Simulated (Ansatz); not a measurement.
# Alloy of AlN and SiC (6 of 48 Al sites, 6 of 48 N sites exchanged), 96 atoms

How does this alloy cell relax, and what gap do PBEsol and HSE06 give?

Program: Ansatz 0.2.0, PAW, plane waves. These are calculated values, not measurements.

### Step 1. Starting point

96 atoms (42 Al, 6 Si, 42 N, 6 C); a = 9.328 Å, b = 10.771 Å, c = 9.982 Å, α = 90.00°, β = 90.00°, γ = 90.00°. All atoms were shaken off their sites by about 0.02 Å along each axis.

The runs, in order: (2) PBEsol cell relaxation at the single k point (¼, ¼, ¼), on 1 × NVIDIA H100 80GB HBM3 with 2 threads of AMD EPYC 7R13; (3) HSE06 single point at the single k point (¼, ¼, ¼), on 1 × NVIDIA H100 80GB HBM3 with 2 threads of AMD EPYC 7R13.

### Step 2. Relaxing cell and atoms with PBEsol

Contents of in.yaml:

```yaml
crystal:
  lattice:
    - [9.327840, 0.000000, 0.000000]
    - [0.000000, 10.770862, 0.000000]
    - [0.000000, 0.000000, 9.982427]
  atoms:
    - { symbol: Al, position: [0.172255, 0.085253, 0.249502] }
    - { symbol: Al, position: [0.166600, 0.084249, 0.749997] }
    - { symbol: Al, position: [0.001180, 0.331751, 0.751251] }
    - { symbol: Al, position: [0.501889, 0.083664, 0.248225] }
    - { symbol: Al, position: [0.499692, 0.084050, 0.748244] }
    - { symbol: Al, position: [0.332171, 0.334304, 0.245476] }
    - { symbol: Al, position: [0.331056, 0.333214, 0.747492] }
    - { symbol: Al, position: [0.163692, 0.585942, 0.248154] }
    - { symbol: Al, position: [0.165000, 0.583652, 0.747548] }
    - { symbol: Al, position: [0.000592, 0.831572, 0.247142] }
    - { symbol: Al, position: [0.003730, 0.832790, 0.749479] }
    - { symbol: Al, position: [0.833900, 0.082443, 0.251760] }
    - { symbol: Al, position: [0.831909, 0.082689, 0.748037] }
    - { symbol: Al, position: [0.666970, 0.333439, 0.250371] }
    - { symbol: Al, position: [0.666750, 0.334081, 0.749504] }
    - { symbol: Al, position: [0.332407, 0.834889, 0.248826] }
    - { symbol: Al, position: [0.833167, 0.584236, 0.250492] }
    - { symbol: Al, position: [0.834528, 0.583775, 0.750547] }
    - { symbol: Al, position: [0.665338, 0.831239, 0.247508] }
    - { symbol: Al, position: [0.667224, 0.834997, 0.746720] }
    - { symbol: Al, position: [0.999414, 0.165219, 0.499013] }
    - { symbol: Al, position: [0.000398, 0.166427, 0.997461] }
    - { symbol: Al, position: [0.333637, 0.168915, 0.997124] }
    - { symbol: Al, position: [0.166725, 0.415311, 0.498773] }
    - { symbol: Al, position: [0.169564, 0.415892, 0.997290] }
    - { symbol: Al, position: [0.998823, 0.668867, 0.496111] }
    - { symbol: Al, position: [0.001325, 0.667641, 0.000767] }
    - { symbol: Al, position: [0.665546, 0.164122, 0.500651] }
    - { symbol: Al, position: [0.666526, 0.168039, 0.999369] }
    - { symbol: Al, position: [0.498649, 0.414100, 0.498725] }
    - { symbol: Al, position: [0.500200, 0.417759, 0.995299] }
    - { symbol: Al, position: [0.329249, 0.668704, 0.997017] }
    - { symbol: Al, position: [0.168115, 0.919623, 0.499459] }
    - { symbol: Al, position: [0.165173, 0.915689, 0.997964] }
    - { symbol: Al, position: [0.834195, 0.417594, 0.496033] }
    - { symbol: Al, position: [0.836517, 0.413311, 0.998432] }
    - { symbol: Al, position: [0.664213, 0.666634, 0.499703] }
    - { symbol: Al, position: [0.661267, 0.667899, 0.000279] }
    - { symbol: Al, position: [0.502200, 0.917477, 0.499339] }
    - { symbol: Al, position: [0.498589, 0.915110, 0.001207] }
    - { symbol: Al, position: [0.831678, 0.915150, 0.499987] }
    - { symbol: Al, position: [0.835041, 0.916459, 0.998814] }
    - { symbol: Si, position: [0.993630, 0.332016, 0.249251] }
    - { symbol: Si, position: [0.502184, 0.582525, 0.246835] }
    - { symbol: Si, position: [0.499239, 0.582424, 0.749644] }
    - { symbol: Si, position: [0.333727, 0.832319, 0.749144] }
    - { symbol: Si, position: [0.338526, 0.165289, 0.500842] }
    - { symbol: Si, position: [0.331327, 0.664849, 0.496635] }
    - { symbol: N, position: [0.001278, 0.168525, 0.188595] }
    - { symbol: N, position: [0.003195, 0.167707, 0.688247] }
    - { symbol: N, position: [0.331573, 0.167987, 0.189060] }
    - { symbol: N, position: [0.335097, 0.169055, 0.689577] }
    - { symbol: N, position: [0.169929, 0.416857, 0.187612] }
    - { symbol: N, position: [0.170710, 0.415650, 0.683932] }
    - { symbol: N, position: [0.999855, 0.668852, 0.189803] }
    - { symbol: N, position: [0.999233, 0.668304, 0.687750] }
    - { symbol: N, position: [0.664104, 0.163102, 0.189706] }
    - { symbol: N, position: [0.663295, 0.164475, 0.685855] }
    - { symbol: N, position: [0.497794, 0.418710, 0.688695] }
    - { symbol: N, position: [0.334003, 0.666570, 0.189592] }
    - { symbol: N, position: [0.335166, 0.666602, 0.689321] }
    - { symbol: N, position: [0.164315, 0.914812, 0.187905] }
    - { symbol: N, position: [0.169275, 0.915720, 0.691611] }
    - { symbol: N, position: [0.832291, 0.417247, 0.189160] }
    - { symbol: N, position: [0.667189, 0.663330, 0.191320] }
    - { symbol: N, position: [0.665254, 0.667264, 0.688029] }
    - { symbol: N, position: [0.501023, 0.918219, 0.187574] }
    - { symbol: N, position: [0.837328, 0.919129, 0.187737] }
    - { symbol: N, position: [0.832652, 0.918417, 0.692334] }
    - { symbol: N, position: [0.168524, 0.083295, 0.440100] }
    - { symbol: N, position: [0.164754, 0.083992, 0.939174] }
    - { symbol: N, position: [0.000523, 0.332475, 0.438563] }
    - { symbol: N, position: [0.998451, 0.335166, 0.936300] }
    - { symbol: N, position: [0.501114, 0.080941, 0.441082] }
    - { symbol: N, position: [0.501926, 0.082396, 0.937225] }
    - { symbol: N, position: [0.331674, 0.333387, 0.437148] }
    - { symbol: N, position: [0.331832, 0.336510, 0.938239] }
    - { symbol: N, position: [0.170472, 0.584015, 0.438814] }
    - { symbol: N, position: [0.165234, 0.585917, 0.939441] }
    - { symbol: N, position: [0.001507, 0.833324, 0.439967] }
    - { symbol: N, position: [0.002449, 0.831770, 0.938812] }
    - { symbol: N, position: [0.833386, 0.082464, 0.937104] }
    - { symbol: N, position: [0.667613, 0.334131, 0.940580] }
    - { symbol: N, position: [0.496546, 0.586990, 0.442187] }
    - { symbol: N, position: [0.499578, 0.584516, 0.938635] }
    - { symbol: N, position: [0.332970, 0.831861, 0.939117] }
    - { symbol: N, position: [0.833271, 0.580000, 0.438958] }
    - { symbol: N, position: [0.830887, 0.581677, 0.939997] }
    - { symbol: N, position: [0.664295, 0.831608, 0.436835] }
    - { symbol: N, position: [0.663694, 0.835980, 0.941364] }
    - { symbol: C, position: [0.500670, 0.417623, 0.191859] }
    - { symbol: C, position: [0.832934, 0.416425, 0.688520] }
    - { symbol: C, position: [0.502798, 0.918790, 0.691180] }
    - { symbol: C, position: [0.835826, 0.082688, 0.441412] }
    - { symbol: C, position: [0.661223, 0.334822, 0.439168] }
    - { symbol: C, position: [0.336818, 0.835833, 0.441123] }
  symmetry: { detect: false }
kpoints:
  mp_grid: { grid: [1, 1, 1], shift: [0.25, 0.25, 0.25] }
hamiltonian:
  xc: pbesol
scf:
  occupations: { method: fermi_dirac, width: 0.01 }
relax:
  f_tol: 0.03
  max_steps: 80
  escape_saddle: false
  adjacent_minimum: "off"
  cell: { fix: [alpha, beta, gamma] }
output:
  forces: true
  eigenvalues: true
  populations: true
  write_density: true
  write_potential: true
  elf: true
  volumetric_format: npy
```

Run with:

```
ansatz run in.yaml --threads 2 --pin off --max-ram 30400MiB --runs-dir r --events-out ev --progress --plain --backend cuda --devices 0, --max-vram 18GiB
```

Output:

```text
Pseudopotentials: kind: paw
Functional definition: PBEsol
  exchange = pbesol_x
  correlation = pbesol_c
Crystal: 96 atoms, lattice volume = 1002.923 Å³
Basis set: ecut = 420 eV, 19601 PW (Γ), exchange–correlation on 128×144×144 points (8 copies of the dense FFT grid, shifted against one another)
Bands: 288, of which v1, the nominal top of the filled ones, is band 192 counted from 1 (191 counted from 0)
Symmetry: 1 space group operations
k-points: 1
Non-local potential: Al, projectors of the file, l = 0: 2, l = 1: 2, l = 2: 1
Non-local potential: Si, projectors of the file, l = 0: 2, l = 1: 2, l = 2: 2
Non-local potential: N, projectors of the file, l = 0: 2, l = 1: 2, l = 2: 1
Non-local potential: C, projectors of the file, l = 0: 2, l = 1: 2, l = 2: 1
PAW form: soft (Blöchl's): semilocal exchange-correlation on the pseudo side does not see the compensation charge
PAW frozen core: Al, regenerated for the run's functional, and the local potential with it (the file was generated under x = pbe(κ = 0.804, μ = 0.2195149727645171), c = pbe(β = 0.06672455060314922))
PAW frozen core: Si, regenerated for the run's functional, and the local potential with it (the file was generated under x = pbe(κ = 0.804, μ = 0.2195149727645171), c = pbe(β = 0.06672455060314922))
PAW frozen core: N, regenerated for the run's functional, and the local potential with it (the file was generated under x = pbe(κ = 0.804, μ = 0.2195149727645171), c = pbe(β = 0.06672455060314922))
PAW frozen core: C, regenerated for the run's functional, and the local potential with it (the file was generated under x = pbe(κ = 0.804, μ = 0.2195149727645171), c = pbe(β = 0.06672455060314922))
PAW one-centre angular grid: Al, 110 points (default); XC on 64 Gauss nodes
PAW one-centre angular grid: Si, 110 points (default); XC on 64 Gauss nodes
PAW one-centre angular grid: N, 110 points (default); XC on 64 Gauss nodes
PAW one-centre angular grid: C, 110 points (default); XC on 64 Gauss nodes
Initial density: superposition of atomic densities (neutral atoms: chi_scale 0, normalization atom), corrected by the library's trained network
Initial wavefunctions: pseudopotential atomic-orbital guess
Functional: x = pbesol(κ = 0.804, μ = 0.12345679012345678), c = pbesol(β = 0.046)
SCF iter   1: F=—  HF=-43249.435909 eV  |F-HF|=—  |Δ(HF+E_count)|=         —  Δρ=1.05e-2  dr2=1.65e0  ethr=1.77e-3  ⟨swp⟩=6.0  Hψ=1327  notcnv=0  defer=39
preconditioner: auto → Resta (q_TF=auto, 2.325 Å⁻¹)  ε∞=4.3  [insulator: Δε(μ)=2.372 eV  Ē_g=12.671 eV  σ=0.010 eV  W_gap=1.00  n_scr=218 (ndim 8)  ℏωp=23.0 eV  f_vac=0.000  D(μ)=0.00/eV (n_scr^D=0)  ε∞_Penn≈4.3]
SCF iter   2: F=—  HF=-43249.053670 eV  |F-HF|=—  |Δ(HF+E_count)|=   3.82e-1  Δρ=3.78e-3  dr2=3.48e-1  ethr=4.30e-4  ⟨swp⟩=3.0  Hψ=458  notcnv=0  defer=91
SCF iter   3: F=—  HF=-43248.963571 eV  |F-HF|=—  |Δ(HF+E_count)|=   9.01e-2  Δρ=9.78e-4  dr2=3.13e-2  ethr=9.07e-5  ⟨swp⟩=2.0  Hψ=304  notcnv=0  defer=92
SCF iter   4: F=—  HF=-43248.955188 eV  |F-HF|=—  |Δ(HF+E_count)|=   8.38e-3  Δρ=2.38e-4  dr2=8.17e-4  ethr=8.16e-6  ⟨swp⟩=3.0  Hψ=483  notcnv=0  defer=92
SCF iter   5: F=—  HF=-43248.954544 eV  |F-HF|=—  |Δ(HF+E_count)|=   6.45e-4  Δρ=7.97e-5  dr2=7.54e-5  ethr=2.13e-7  ⟨swp⟩=2.0  Hψ=347  notcnv=0  defer=92
SCF iter   6: F=—  HF=-43248.954108 eV  |F-HF|=—  |Δ(HF+E_count)|=   4.36e-4  Δρ=1.67e-5  dr2=3.87e-6  ethr=1.96e-8  ⟨swp⟩=2.0  Hψ=387  notcnv=0  defer=92
SCF iter   7: F=—  HF=-43248.954108 eV  |F-HF|=—  |Δ(HF+E_count)|=   6.38e-7  Δρ=5.15e-6  dr2=3.92e-7  ethr=1.01e-9  ⟨swp⟩=2.0  Hψ=348  notcnv=0  defer=92
SCF iter   8: F=-43248.954107 eV  HF=-43248.954107 eV  |F-HF|=1.73e-8  |Δ(HF+E_count)|=   9.85e-8  Δρ=1.43e-6  dr2=2.48e-8  ethr=2.60e-11  ⟨swp⟩=21.0  Hψ=2822  notcnv=0
SCF 1 converged in 8 iterations: F = -43248.954107 eV  dr2 = 2.48e-8
relax step   1: F+E_penalty+E_count = -43248.95410741 eV  Δ(F+E_penalty+E_count) = +0.000e0 eV  max|allowed force component| = 3.386e0 eV/Å  Δτ_max = 0.0000 Å  P = +1.120 GPa  Ω = 1002.923 Å³  fix = [alpha, beta, gamma]  reactions: alpha -0.129, beta -0.284, gamma +0.159 GPa/rad  (8 SCF iters, dr2 threshold 1.00e-7 eV, accepted)
[... 13 lines left out ...]
relax step   2: F+E_penalty+E_count = -43252.80797869 eV  Δ(F+E_penalty+E_count) = -3.854e0 eV  max|allowed force component| = 1.908e0 eV/Å  Δτ_max = 0.0877 Å  P = +0.084 GPa  Ω = 1005.195 Å³  energy of the carried Pulay correction = -6.945e-3 eV  fix = [alpha, beta, gamma]  reactions: alpha -0.010, beta -0.142, gamma +0.098 GPa/rad  (6 SCF iters, dr2 threshold 9.60e-6 eV, accepted)
[... 5 lines left out ...]
relax step   3: F+E_penalty+E_count = -43254.29322970 eV  Δ(F+E_penalty+E_count) = -1.485e0 eV  max|allowed force component| = 2.230e-1 eV/Å  Δτ_max = 0.0875 Å  P = -0.137 GPa  Ω = 1007.329 Å³  energy of the carried Pulay correction = -1.346e-2 eV  fix = [alpha, beta, gamma]  reactions: alpha +0.128, beta -0.106, gamma -0.053 GPa/rad  (6 SCF iters, dr2 threshold 9.60e-6 eV, accepted)
[... 5 lines left out ...]
relax step   4: F+E_penalty+E_count = -43254.31663350 eV  Δ(F+E_penalty+E_count) = -2.340e-2 eV  max|allowed force component| = 6.906e-2 eV/Å  Δτ_max = 0.0148 Å  P = +0.082 GPa  Ω = 1006.204 Å³  energy of the carried Pulay correction = -1.003e-2 eV  fix = [alpha, beta, gamma]  reactions: alpha +0.115, beta -0.069, gamma -0.046 GPa/rad  (6 SCF iters, dr2 threshold 3.11e-6 eV, accepted)
[... 10 lines left out ...]
relax step   5: F+E_penalty+E_count = -43254.31847181 eV  Δ(F+E_penalty+E_count) = -1.838e-3 eV  max|allowed force component| = 1.137e-2 eV/Å  Δτ_max = 0.0055 Å  P = +0.004 GPa  Ω = 1006.612 Å³  energy of the carried Pulay correction = -1.127e-2 eV  fix = [alpha, beta, gamma]  reactions: alpha +0.116, beta -0.079, gamma -0.045 GPa/rad  (6 SCF iters, dr2 threshold 2.98e-7 eV, accepted)
[... 10 lines left out ...]
relax step   6: F+E_penalty+E_count = -43254.32964521 eV  Δ(F+E_penalty+E_count) = -1.117e-2 eV  max|allowed force component| = 1.162e-2 eV/Å  Δτ_max = 0.0000 Å  P = +0.015 GPa  Ω = 1006.612 Å³  fix = [alpha, beta, gamma]  reactions: alpha +0.109, beta -0.073, gamma -0.050 GPa/rad  stress off target by 2.72e-2 GPa on what of the cell is left free  SCF on the basis re-selected at this cell (its ene [...]
SCF converged after 5 iterations
Free energy (F): -43254.329645 eV
Harris-Foulkes:  -43254.329645 eV  (|F-HF|=3.64e-11)
Internal energy: -43254.329645 eV  (E = F + TS)
E sigma→0 (E₀):  -43254.329645 eV
Fermi energy:    10.241494 eV
--- Per-component energies (eV) ---
  E_band       = 735.414898
  E_kinetic    = 7477.470809
  E_local      = -10241.615416  (includes V_loc(G=0)·N_el)
  E_nonlocal   = 2646.646822
  E_hartree    = 3525.940970
  E_xc         = -4854.351040
  E_vxc        = -5165.554721  (∫ρ·V_xc dr)
  E_paw        = -27830.059559  (= ΣΔE_a)
  E_vpaw       = -1033.418562  (= ΣTr[D̂ρ^β])
  E_aug_tail   = 0.004056  (compensation charges beyond the density's cutoff)
  E_ewald      = -13980.666243
  E_core_change = 2.299957  (= ΣΔE_core)
  E_smearing   = -0.000000  (= −TS)
  E_closure    = -0.000000  (closes the sum)
  Σ components = -43254.329645   (vs F -43254.329645, Δ=0.00e0)
--- Forces (eV/Å), atoms counted from 1 ---
  atom   1  Al     0.00493174    -0.00669351    -0.00258324
  atom   2  Al     0.00206104    -0.00783620     0.00265386
[... 27 atoms left out ...]
  atom  30  Al    -0.01074544     0.00472510    -0.00062881
  atom  31  Al    -0.00523272     0.00498992     0.00748999
[... 27 atoms left out ...]
  atom  59  N      0.00719476    -0.00725614    -0.00364527
[... 3 atoms left out ...]
  atom  63  N     -0.00629901     0.00723273    -0.00650312
[... 1 atom left out ...]
  atom  65  N      0.01095421    -0.00105435    -0.00300702
  atom  66  N      0.01161571    -0.00682449    -0.00051581
[... 11 atoms left out ...]
  atom  78  N     -0.01006154    -0.00166467    -0.00335232
[... 10 atoms left out ...]
  atom  89  N      0.00765114     0.00640410     0.00226368
[... 7 atoms left out ...]
  max |Σ_I F_I| component: 7.83e-5 eV/Å
--- Stress (GPa, compression-positive) ---
       -0.004024       0.050185       0.072868
        0.050189       0.027187      -0.109107
        0.072865      -0.109112       0.021558
  P = ⅓ Tr σ = 0.0149 GPa (0.149 kbar)
--- Band table (eV) ---
  k-point 0: bands = [... 180 lower levels ..., "7.1267", "7.2344", "7.3386", "7.4034", "7.6255", "7.7068", "7.7644", "7.8095", "7.9491", "8.0093", "8.3649", "8.6517", "11.8313", "11.9537", "12.0781", "12.1154", "12.2360", "12.3074", "12.3610", "12.4689", "12.5206", "12.5665", "12.6729", "12.7502", ... 84 higher levels ...]
--- Relaxed structure (5 steps of the walk, 5 accepted, 1 SCFs on fresh bases) ---
  F+E_penalty+E_count = -43254.32964521 eV   max|allowed force component| = 1.162e-2 eV/Å   (the final SCF, on the basis selected at the relaxed cell)
  cell:  # Å, volume = 1006.6121 Å³
    - [9.339163684724543, 5.552160715682232e-144, 8.46646085851999e-112]
    - [6.4110830449959e-144, 10.802854304449424, 4.888113514785863e-112]
    - [9.060600039080122e-112, 4.530300019540061e-112, 9.977359630999132]
  atoms:
    - { symbol: Al, position: [0.1676425108930734, 0.0853610671297231, 0.2506477285960197] }
    - { symbol: Al, position: [0.17063030002742013, 0.08277537251723006, 0.7491718086051958] }
[... 94 atoms left out; the next input holds them all, rounded ...]
--- Löwdin populations: 96 sites ---
  site symbol       q [e]
     0     Al      1.9262
     1     Al      1.9265
[... 94 atoms left out ...]
  spilling = 0.008778 (of n_electrons = 384.000000)
```

It took 21 s on 1 × NVIDIA H100 80GB HBM3 with 2 threads of AMD EPYC 7R13, shared host; peak host memory 1.4 GiB.

Recorded steps of the relaxation (solves on a freshly chosen basis count as rows, and their energies jump a little):

```csv
accepted step,energy change (eV),largest force component (eV/Å),SCF cycles,pressure (GPa)
1,0.000,3.386,8,1.12
2,-3.854,1.908,6,0.08
3,-5.339,0.223,6,-0.14
4,-5.363,0.069,6,0.08
5,-5.364,0.011,6,0.00
6,-5.376,0.012,5,0.01
```

Largest shifts, less the median shift:

```csv
atom,shift (Å),dx,dy,dz
N85,0.165,-0.005,0.020,-0.163
N72,0.155,0.039,0.046,-0.143
N74,0.147,-0.131,0.067,-0.014
N59,0.147,-0.047,0.139,0.010
N64,0.147,0.130,-0.054,-0.041
N76,0.138,-0.029,-0.114,0.071
N53,0.137,-0.118,-0.040,0.058
N84,0.136,-0.097,0.023,-0.092
```

|  | before | after | change |
| --- | --- | --- | --- |
| a (Å) | 9.328 | 9.339 | +0.12 % |
| b (Å) | 10.771 | 10.803 | +0.30 % |
| c (Å) | 9.982 | 9.977 | -0.05 % |
| volume (Å³/atom) | 10.447 | 10.486 | +0.37 % |

Bond lengths by pair after relaxation (within a distance cut, which drops stretched bonds):

```csv
pair,count,mean (Å),spread (Å),least,most
Al–C,21,1.911,0.031,1.853,1.992
Al–N,147,1.912,0.036,1.843,2.018
C–Si,3,1.767,0.007,1.759,1.777
N–Si,21,1.803,0.046,1.750,1.928
```

Spacing of the frontier levels at the single k point (¼, ¼, ¼): 3.18 eV (8.652 to 11.831 eV).

Density in a lattice plane of the grid's cell (edges 10.80 and 9.98 Å, at 0.329 of the third edge), which holds Al and Si and N and C.

Values in e/Å³, 12 rows by 12 columns:
```
0.07 0.15 0.13 0.62 3.53 0.49 0.07 0.16 0.12 0.72 3.54 0.44
0.05 0.08 0.09 0.19 0.55 0.16 0.04 0.08 0.10 0.25 0.83 0.20
0.09 0.26 1.06 0.40 0.06 0.16 0.08 0.30 1.34 0.54 0.07 0.29
0.07 0.45 3.55 0.69 0.12 0.17 0.07 0.45 3.43 0.60 0.24 0.21
0.05 0.20 0.86 0.25 0.12 0.09 0.04 0.17 0.69 0.23 0.14 0.10
0.08 0.27 0.07 0.78 1.76 0.27 0.07 0.26 0.07 0.80 1.11 0.32
0.07 0.21 0.24 0.82 3.29 0.31 0.07 0.21 0.26 0.81 1.80 0.37
0.04 0.09 0.12 0.19 0.41 0.12 0.05 0.09 0.11 0.24 0.52 0.16
0.07 0.33 1.59 0.47 0.06 0.17 0.09 0.34 1.35 0.39 0.06 0.14
0.07 0.47 3.48 0.60 0.12 0.16 0.07 0.52 3.47 0.54 0.12 0.15
0.04 0.15 0.49 0.19 0.11 0.09 0.05 0.17 0.54 0.17 0.09 0.08
0.07 0.15 0.06 0.43 1.31 0.31 0.07 0.14 0.06 0.42 1.01 0.25
```
Columns run along the first of these edges and rows up along the second, over one cell in 12 and 12 even steps from the bottom left corner. Atoms in the plane (fractional): Al at (0.33, 0.25), Al at (0.34, 0.75), Al at (0.84, 0.25), Al at (0.17, 0.00), Al at (0.66, 0.99), Si at (0.84, 0.75), Si at (0.17, 0.50), Si at (0.67, 0.50), N at (0.17, 0.19), N at (0.17, 0.68), N at (0.66, 0.19), N at (0.67, 0.69), N at (0.32, 0.45), N at (0.33, 0.94), N at (0.83, 0.93), C at (0.83, 0.44).

ELF in the same plane.

Ten even steps from '0' (0.01) to '9' (0.89):
```
011003971882012004972872
001113798961001103887861
000001389730000001389720
013565300011013666521121
027979920011017969942132
017817940111016838842321
004999510000004898311100
002464334310002464444421
013143998961013144988982
013216951861012217950882
001213799840001125888861
000011278510000001489840
014777500011014676300011
028859910022027869910011
017838940221017838940111
005999510110015999510000
001222233210001343222210
011000898862011000898861
```
Columns run along the first of these edges and rows up along the second, over one cell in 24 and 18 even steps from the bottom left corner. Atoms in the plane (fractional): Al at (0.33, 0.25), Al at (0.34, 0.75), Al at (0.84, 0.25), Al at (0.17, 0.00), Al at (0.66, 0.99), Si at (0.84, 0.75), Si at (0.17, 0.50), Si at (0.67, 0.50), N at (0.17, 0.19), N at (0.17, 0.68), N at (0.66, 0.19), N at (0.67, 0.69), N at (0.32, 0.45), N at (0.33, 0.94), N at (0.83, 0.93), C at (0.83, 0.44).

Both are smooth fields of the valence electrons: close to the nuclei they are not physical.

Outside the cores ELF peaks at 0.91 on the C–Al line, 0.9 Å from C; 0.91 on the C–Si line, 0.8 Å from C; 0.91 on the N–Al line, 0.9 Å from N.

[end of part 1 of 2]
